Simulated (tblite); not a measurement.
Settings test, tblite on SiC

Simulated with tblite 0.8.0. This is a test of settings. The cell was built from a prototype and was relaxed with r2SCAN in plane waves (Ansatz 0.2.0). Not every such cell is a known phase. All runs are without spin polarisation.

The symmetry is P6_3mc (No. 186, hexagonal); a = 3.075 Å, c = 5.048 Å in the conventional setting, 10.34 Å³ an atom. Si has 4 C at 1.88–1.90 Å; C has 4 Si at 1.88–1.90 Å.

The base run uses GFN1-xTB on a cluster of 128 atoms.

```python
import json
from ase import Atoms
from ase.build import make_supercell
from ase.units import Bohr, GPa, Hartree
from tblite.interface import Calculator

atoms = Atoms(['Si', 'Si', 'C', 'C'],
              cell=[[3.07535624, 0.0, 0.0], [-1.53767812, 2.66333663, 0.0], [0.0, 0.0, 5.0481081]],
              scaled_positions=[[0.333333333, 0.666666667, -0.000408405], [0.666666667, 0.333333333, 0.499591595], [0.333333333, 0.666666667, 0.375408405], [0.666666667, 0.333333333, 0.875408405]],
              pbc=True)
cluster = make_supercell(atoms, [[4, 0, 0], [0, 4, 0], [0, 0, 2]])
calc = Calculator('GFN1-xTB', cluster.numbers, cluster.positions / Bohr, lattice=cluster.cell[:] / Bohr, periodic=cluster.pbc)
calc.set('temperature', 0.02 / Hartree)
calc.set('max-iter', 150)
res = calc.singlepoint()
levels = res.get('orbital-energies') * Hartree
nv = round(res.get('orbital-occupations').sum() / 2)
cells = len(cluster) // len(atoms)
out = {'energy_per_cell': res.get('energy') * Hartree / cells, 'homo': levels[nv - 1], 'lumo': levels[nv],
       'stress': (-res.get('virial') * Hartree / cluster.get_volume() / GPa).tolist(), 'charges': res.get('charges')[:len(atoms)].tolist(), 'electrons': 2 * nv / cells}
json.dump(out, open('results.json', 'w'))
for key, value in out.items():
    print(key, value)
```

Command: `python run.py`. It took 8.9 s on 1 thread of Arm Neoverse V1, with other jobs on the host, peak memory 0.18 GiB.

It converged with a gap of 3.39 eV and a pressure of 22.45 GPa (positive in compression). xTB was fitted to molecules, so gaps, charges and pressures of solids can be far off.

Each further run moved one setting: mixer-damping (damping of the charge mixer); accuracy (scale of the thresholds); temperature (electronic temperature in eV); cluster (size of the cluster in conventional cells). Changes are from the base run, which isn't itself converged in every setting; energies of another Hamiltonian, functional, basis or charge aren't compared, and those at a high electronic temperature are mostly its entropy term.

| setting | how it ended | gap change (eV) | energy change (meV/atom) | pressure change (GPa) | time (s) |
| --- | --- | --- | --- | --- | --- |
| mixer-damping = 0.7 | converged | 0.00 | 0.0 | 0.00 | 11 |
| accuracy = 10.0 | converged | 0.00 | 0.0 | 0.00 | 6.8 |
| accuracy = 0.01 | converged | 0.00 | 0.0 | 0.00 | 9.3 |
| temperature = 2.0 (poor on purpose) | converged | 0.28 | -1233.4 | 24.49 | 9.1 |
| cluster = 1x1x1 (poor on purpose) | converged | 1.21 | 3847.0 | 55.62 | 0.82 |

mixer-damping = 0.7 changes nothing that matters here. accuracy = 10.0 changes nothing that matters here. accuracy = 0.01 changes nothing that matters here.
